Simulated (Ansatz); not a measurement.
# GeAs+ (singlet): from Hartree-Fock to the top rungs, cc-pVDZ

How much of the correlation energy of GeAs+ (singlet) does each wave-function method recover here?

Computed with Ansatz 0.2.0, Gaussian basis. Level: cc-pVDZ, core rule «outside noble gas», up to 28 orbitals frozen.

The runs, in order: UHF; CCSD(T) on RHF; CCSD(T) on UHF; BCCD(T) on RHF; CISD; CCSDT(Q) on RHF; CCSDT(Q) on UHF; CCSDTQ on RHF; CASSCF and MRCISD+Q, 8 electrons in 8 orbitals; CASSCF and NEVPT4(SD), 8 electrons in 8 orbitals; CASSCF and NEVPT2, 8 electrons in 8 orbitals.

10 further runs of the same task are left out: 4 that didn't finish, 6 set aside as unsound or not needed.

## 1. The system

The geometry is a PBE0/def2-TZVP stationary point (not a proven minimum). No spin-orbit coupling is included. The filled d shell of Ge, As may be among the frozen orbitals whatever the setting's name suggests; the logs give the count.

2 atoms, charge 1, spin multiplicity 1.

Atoms are counted from 1 here; the program's logs count them from 0.

Bond lengths: Ge1–As2 2.416 Å.

In the tables R marks a restricted determinant and U an unrestricted one; 'valence' is the active space of 8 electrons in 8 orbitals; energies count from the table's Hartree-Fock row.

## 2. UHF

The input, in.yaml:

```yaml
crystal:
  periodic: [false, false, false]
  atoms:
    - {symbol: Ge, position_ang: [0.000000, 0.000000, 0.000000]}
    - {symbol: As, position_ang: [0.000000, 0.000000, 2.416100]}
basis:
  gaussian: {orbitals: cc-pVDZ}
total_charge: 1
magnetization: {spin_polarized: true, initial_magnetization: 0}
hamiltonian: {xc: hf}
output: {orbitals: {seedname: orbitals}}
```

Launch:

```bash
> ansatz run in.yaml --threads 1 --pin off --events-out ev --progress --plain --max-ram 2393MiB
```

What it wrote:

```text
Functional definition: HF
  name "HF"
  cite "Fock, Z. Phys. 61, 126 (1930) doi:10.1007/BF01340294"
  parent pbe
  exchange = exact_x
  correlation = 0
658 factors; integrals over basis functions are off by at most 8.9e-4 eV
mean field evaluation 1: about -117253.4218 eV, gradient 1.6e1 eV
mean field evaluation 2: about -117253.4248 eV, gradient 1.6e1 eV
mean field evaluation 4: about -117256.1590 eV, gradient 1.3e0 eV
mean field evaluation 8: about -117256.1899 eV, gradient 1.5e-4 eV
mean field evaluation 16: about -117256.3762 eV, gradient 1.2e0 eV
mean field evaluation 32: about -117259.5405 eV, gradient 2.3e-5 eV
mean field evaluation 64: about -117257.3903 eV, gradient 1.6e-6 eV
mean field evaluation 96: about -117258.0652 eV, gradient 6.3e0 eV
mean field evaluation 128: about -117257.5968 eV, gradient 1.1e1 eV
mean field evaluation 160: about -117258.8277 eV, gradient 5.8e-1 eV
mean field evaluation 192: about -117258.8511 eV, gradient 2.9e0 eV
mean field evaluation 224: about -117254.7918 eV, gradient 1.0e1 eV
mean field evaluation 256: about -117244.0672 eV, gradient 1.4e1 eV
mean field -117259.54051503 eV, -4309.2086325561 hartree, gradient 3.2e-6 eV, S^2 1.014634; 10 other end points of the search recorded, 0 dependent functions left out
reference -117259.54051503 eV, -4309.2086325561 hartree; 32, 32 occupied and 22, 22 virtual orbitals, 658 factors
Total energy: -117259.54051503 eV, -4309.2086325561 hartree
```

Run time: 11 s. Hardware: 1 thread of Arm Neoverse V1, shared host.

From the report: ⟨S²⟩ of the determinant 1.015 (pure singlet: 0.00). The determinant is far from a pure spin state, so its energy mixes those of several spin states (harmless only where they are near-degenerate, as at dissociation).

The unrestricted solution breaks the spin symmetry, so the restricted determinant is unstable here.

## 3. CCSD(T) on RHF

The input, in.yaml:

```yaml
crystal:
  periodic: [false, false, false]
  atoms:
    - {symbol: Ge, position_ang: [0.000000, 0.000000, 0.000000]}
    - {symbol: As, position_ang: [0.000000, 0.000000, 2.416100]}
basis:
  gaussian: {orbitals: cc-pVDZ}
total_charge: 1
magnetization: {spin_polarized: false}
correlation: {method: ccsd_t, electrons: outside_noble_gas}
output: {forces: true}
```

Launched as before.

What it wrote (excerpt; [...] marks lines left out):

```text
Functional definition: HF
  name "HF"
  cite "Fock, Z. Phys. 61, 126 (1930) doi:10.1007/BF01340294"
  parent pbe
[...]
658 factors; integrals over basis functions are off by at most 8.9e-4 eV
[...]
mean field -117258.45208580 eV, -4309.1686335196 hartree, gradient 1.2e-6 eV, S^2 0.000000; 9 other end points of the search recorded, 0 dependent functions left out; unrestricted orbitals would lower it
determinant -117258.45208580 eV, -4309.1686335196 hartree, with singles and doubles -117262.99241802 eV, -4309.3354876510 hartree
determinant -117256.18997543 eV, -4309.0855024967 hartree, with singles and doubles -117261.79524137 eV, -4309.2914922210 hartree
[...]
unrestricted determinant -117259.54051503 eV, -4309.2086325560 hartree, S^2 1.0146
28 core orbitals not correlated: weight in the atoms' cores, before any rotation towards them, 1.000 or more for the frozen orbitals, at most 0.000 for the correlated occupied ones
reference -117258.45208580 eV, -4309.1686335196 hartree; 4, 4 occupied and 22, 22 virtual orbitals, 658 factors
second order -3.59276076 eV of doubles, -0.00000000 eV of singles
cycle   1  -4.54050277 eV  change   -1.7e-4 eV  update   4.1e-3
[...]
cycle  12  -4.54378330 eV  change    1.1e-6 eV  update   1.4e-6
perturbative correction -0.22071227 eV, -0.0081110263 hartree
[...]
Total energy: -117263.21658137 eV, -4309.3437255024 hartree
Atom 0 at     0.000000     0.000000     0.000000 Å, force     0.000000     0.000000    -0.485489 eV/Å
Atom 1 at     0.000000     0.000000     2.416100 Å, force     0.000000     0.000000     0.485489 eV/Å
Dipole moment:     0.000000     0.000000    -0.176584 e Å
```

Run time: 20 s. Hardware: 1 thread of Arm Neoverse V1, shared host.

From the report: correlation -4.7645 eV; T1 0.033; largest double amplitude 0.15.

## 4. CCSD(T) on UHF

in.yaml: that of step 3 with these lines changed.

```diff
@@ -8,3 +8,3 @@
 total_charge: 1
-magnetization: {spin_polarized: false}
+magnetization: {spin_polarized: true, initial_magnetization: 0}
 correlation: {method: ccsd_t, electrons: outside_noble_gas}
```

Launched as before.

What it wrote (excerpt; [...] marks lines left out):

```text
Functional definition: HF
  name "HF"
  cite "Fock, Z. Phys. 61, 126 (1930) doi:10.1007/BF01340294"
  parent pbe
[...]
658 factors; integrals over basis functions are off by at most 8.9e-4 eV
[...]
mean field -117259.54051503 eV, -4309.2086325561 hartree, gradient 1.7e-6 eV, S^2 1.014634; 28 other end points of the search recorded, 0 dependent functions left out
determinant -117259.54051503 eV, -4309.2086325561 hartree, with singles and doubles -117263.59914841 eV, -4309.3577845817 hartree
determinant -117259.17782176 eV, -4309.1953038242 hartree, with singles and doubles -117263.00433610 eV, -4309.3359256327 hartree
determinant -117258.87314018 eV, -4309.1841069826 hartree, with singles and doubles -117262.91917126 eV, -4309.3327958824 hartree
determinant -117258.60929161 eV, -4309.1744107267 hartree, with singles and doubles -117263.01370827 eV, -4309.3362700533 hartree
[...]
28 core orbitals not correlated: weight in the atoms' cores, before any rotation towards them, 1.000 or more for the frozen orbitals, at most 0.000 for the correlated occupied ones
reference -117259.54051503 eV, -4309.2086325561 hartree; 4, 4 occupied and 22, 22 virtual orbitals, 658 factors
second order -3.14800218 eV of doubles, -0.00000000 eV of singles
cycle   1  -4.06018789 eV  change   -1.6e-3 eV  update   5.5e-3
[...]
cycle  14  -4.07209701 eV  change   -4.3e-8 eV  update   7.0e-8
perturbative correction -0.21220297 eV, -0.0077983153 hartree
WARN: the results are in doubt because among natural orbitals full CI differs from the method by +0.745 eV
[...]
Total energy: -117263.82481501 eV, -4309.3660776764 hartree
Atom 0 at     0.000000     0.000000     0.000000 Å, force    -0.000000    -0.000000    -0.377051 eV/Å
Atom 1 at     0.000000     0.000000     2.416100 Å, force    -0.000000    -0.000000     0.377051 eV/Å
Dipole moment:     0.000000     0.000000    -0.325473 e Å
In doubt: among natural orbitals full CI differs from the method by +0.745 eV
```

Run time: 65 s. Hardware: 1 thread of Arm Neoverse V1, shared host.

From the report: ⟨S²⟩ of the determinant 1.015 (pure singlet: 0.00); correlation -4.2843 eV; T1 0.034; largest double amplitude 0.13. The determinant is far from a pure spin state, so its energy mixes those of several spin states (harmless only where they are near-degenerate, as at dissociation). The program marks this result as in doubt; its last lines say why.

## 5. BCCD(T) on RHF

The input, in.yaml:

```yaml
crystal:
  periodic: [false, false, false]
  atoms:
    - {symbol: Ge, position_ang: [0.000000, 0.000000, 0.000000]}
    - {symbol: As, position_ang: [0.000000, 0.000000, 2.416100]}
basis:
  gaussian: {orbitals: cc-pVDZ}
total_charge: 1
magnetization: {spin_polarized: false}
correlation: {method: bccd_t, electrons: outside_noble_gas}
```

The command is unchanged.

What it wrote (excerpt; [...] marks lines left out):

```text
Functional definition: HF
  name "HF"
  cite "Fock, Z. Phys. 61, 126 (1930) doi:10.1007/BF01340294"
  parent pbe
[...]
658 factors; integrals over basis functions are off by at most 8.9e-4 eV
[...]
mean field -117258.45208580 eV, -4309.1686335196 hartree, gradient 1.2e-6 eV, S^2 0.000000; 9 other end points of the search recorded, 0 dependent functions left out; unrestricted orbitals would lower it
determinant -117258.45208580 eV, -4309.1686335196 hartree, with singles and doubles -117262.99241802 eV, -4309.3354876510 hartree
determinant -117256.18997543 eV, -4309.0855024967 hartree, with singles and doubles -117261.79524137 eV, -4309.2914922210 hartree
[...]
unrestricted determinant -117259.54051503 eV, -4309.2086325560 hartree, S^2 1.0146
28 core orbitals not correlated: weight in the atoms' cores, before any rotation towards them, 1.000 or more for the frozen orbitals, at most 0.000 for the correlated occupied ones
reference -117258.45208580 eV, -4309.1686335196 hartree; 4, 4 occupied and 22, 22 virtual orbitals, 658 factors
second order -3.59276076 eV of doubles, -0.00000000 eV of singles
cycle   1  -4.52728175 eV  change    1.3e-2 eV  update   2.4e-2
[...]
cycle  12  -4.52914375 eV  change    7.0e-6 eV  update   8.0e-6
perturbative correction -0.23095796 eV, -0.0084875485 hartree
Total energy: -117263.21218751 eV, -4309.3435640309 hartree
```

Wall time 19 s (1 thread of Arm Neoverse V1, shared host).

From the report: correlation -4.7601 eV; largest double amplitude 0.15.

## 6. CISD

in.yaml: that of step 5 with these lines changed.

```diff
@@ -8,3 +8,2 @@
 total_charge: 1
-magnetization: {spin_polarized: false}
-correlation: {method: bccd_t, electrons: outside_noble_gas}
+correlation: {active_space: {ras: {orbitals: [4, 0, 22], electrons: 8, max_holes: 2, max_particles: 2}, fixed_orbitals: true}}
```

Same command.

What it wrote:

```text
Functional definition: HF
  name "HF"
  cite "Fock, Z. Phys. 61, 126 (1930) doi:10.1007/BF01340294"
  parent pbe
  exchange = exact_x
  correlation = 0
658 factors; integrals over basis functions are off by at most 8.9e-4 eV
mean field evaluation 1: about -117253.4218 eV, gradient 2.2e1 eV
mean field evaluation 2: about -117253.4248 eV, gradient 2.2e1 eV
mean field evaluation 4: about -117256.1590 eV, gradient 1.8e0 eV
mean field evaluation 8: about -117256.1900 eV, gradient 6.5e-4 eV
mean field evaluation 16: about -117256.1900 eV, gradient 3.2e-5 eV
mean field evaluation 32: about -117253.4218 eV, gradient 2.2e1 eV
mean field evaluation 64: about -117258.4540 eV, gradient 1.9e-1 eV
mean field -117258.45208580 eV, -4309.1686335196 hartree, gradient 1.2e-6 eV, S^2 0.000000; 8 other end points of the search recorded, 0 dependent functions left out
reference -117258.45208580 eV, -4309.1686335196 hartree; 32, 32 occupied and 22, 22 virtual orbitals, 658 factors
state -117262.61983482 eV, -4309.3217954713 hartree
Total energy: -117262.61983482 eV, -4309.3217954713 hartree
```

It took 4.1 s on 1 thread of Arm Neoverse V1, shared host.

From the report: 2,923 determinants.

## 7. CCSDT(Q) on RHF

in.yaml: that of step 6 with these lines changed.

```diff
@@ -8,2 +8,3 @@
 total_charge: 1
-correlation: {active_space: {ras: {orbitals: [4, 0, 22], electrons: 8, max_holes: 2, max_particles: 2}, fixed_orbitals: true}}
+magnetization: {spin_polarized: false}
+correlation: {method: ccsdt_q, electrons: outside_noble_gas}
```

The command is unchanged.

What it wrote (excerpt; [...] marks lines left out):

```text
Functional definition: HF
  name "HF"
  cite "Fock, Z. Phys. 61, 126 (1930) doi:10.1007/BF01340294"
  parent pbe
[...]
1048 factors; integrals over basis functions are off by at most 1.3e-7 eV
[...]
mean field -117258.45214321 eV, -4309.1686356296 hartree, gradient 1.8e-6 eV, S^2 0.000000; 7 other end points of the search recorded, 0 dependent functions left out; unrestricted orbitals would lower it
[...]
determinant -117258.45214321 eV, -4309.1686356296 hartree, with singles and doubles -117262.99247906 eV, -4309.3354898942 hartree
determinant -117256.19004550 eV, -4309.0855050721 hartree, with singles and doubles -117261.79529742 eV, -4309.2914942805 hartree
[...]
unrestricted determinant -117259.54058495 eV, -4309.2086351256 hartree, S^2 1.0146
28 core orbitals not correlated: weight in the atoms' cores, before any rotation towards them, 1.000 or more for the frozen orbitals, at most 0.000 for the correlated occupied ones
reference -117258.45214321 eV, -4309.1686356296 hartree; 4, 4 occupied and 22, 22 virtual orbitals, 1048 factors
second order -3.59277823 eV of doubles, -0.00000000 eV of singles
cycle   1  -4.16551875 eV  change   -5.7e-1 eV  update   1.1e-1
[...]
cycle  30  -4.88186703 eV  change   -7.2e-8 eV  update   1.6e-7
perturbative correction -0.07788118 eV, -0.0028620807 hartree
WARN: these amplitudes may be one of several solutions (largest doubles amplitude 0.68, level shift 0.00 eV)
Total energy: -117263.41189143 eV, -4309.3509030147 hartree
```

Run time: 21 s. Hardware: 1 thread of Arm Neoverse V1, shared host.

From the report: correlation -4.9597 eV; T1 0.030; largest double amplitude 0.68. The report flags that the cluster equations may have other roots.

[end of part 1 of 2]
